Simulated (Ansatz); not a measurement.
# Ag: a tetragonal deformation path

Aim: for Ag, look for other minima along a tetragonal path.

Computed with Ansatz 0.2.0 (DFT PBEsol, scalar-relativistic, plane waves, PAW, unless a step's input says otherwise).

## Step 1: The starting structure

Symmetry: Im-3m, No. 229, cubic system. Conventional cell: a = 3.311 Å, b = 3.311 Å, c = 3.311 Å, α = 90.00°, β = 90.00°, γ = 90.00°. Ag (site symmetry m-3m) is surrounded by 8 Ag at 2.87 Å.

Structure file:

```
Ag
1.0
    -1.65565    1.65565    1.65565
     1.65565   -1.65565    1.65565
     1.65565    1.65565   -1.65565
Ag
1
Direct
  0.00000 0.00000 0.00000
```

It goes back to an entry of the Materials Project, which need not be the stable form.

No relaxation comes first: the listed cell is the starting point.

## Step 2: Zero of energy

Reference values: F = -7522.1761 eV; pressure -7.22 GPa; largest force 0.000 eV/Å; gap on the mesh none (metal). It was computed beforehand with the settings of the runs below.

## Step 3: Next: a tetragonal deformation path

At fixed volume and fractional coordinates, lengths along (0.000, 0.000, 1.000) are scaled against those across it; ρ is that ratio over its starting value.

## Step 4: At ρ = 0.707

Contents of input.yaml:

```yaml
crystal:
  lattice:
    - [-1.8585023365, 1.8585023365, 1.3139611519]
    - [1.8585023365, -1.8585023365, 1.3139611519]
    - [1.8585023365, 1.8585023365, -1.3139611519]
  atoms:
    - { symbol: Ag, position: [0.0, 0.0, 0.0] }
basis:
  ecutwfc: 420
kpoints:
  mp_grid: { grid: [22, 22, 22] }
hamiltonian:
  xc: pbesol
scf:
  occupations: { method: gaussian, width: 0.15 }
output:
  forces: true
  stress: true
  eigenvalues: true
```

Launch:

```
$ ansatz run input.yaml --threads 1 --pin off --max-ram 2560MiB --backend cpu --events-out ev --progress --plain --runs-dir out
```

The session goes on with these runs: point ρ = 1.414; At ρ = 0.850; ρ = 1.200; ρ = 0.780; point ρ = 1.300; point ρ = 0.920; point ρ = 1.100; At ρ = 0.650; At ρ = 1.500; ρ = 0.960; At ρ = 1.050.

Before running it: what results should come out? Wanted: highest point.

The runs gave:

```
     quantity                        value
highest point  288.6 meV/atom at ρ = 0.650
```

In words: The energy drops below the reference, by 33.6 meV/atom at ρ = 1.414; the cell was taken as given and not relaxed at this level. Further dips among the sampled points: ρ = 0.850 (-3.3 meV/atom); whether they survive relaxation was not tested. At ρ = 1.414 the cell takes another symmetry, Fm-3m, -33.6 meV/atom from the start at this fixed volume.
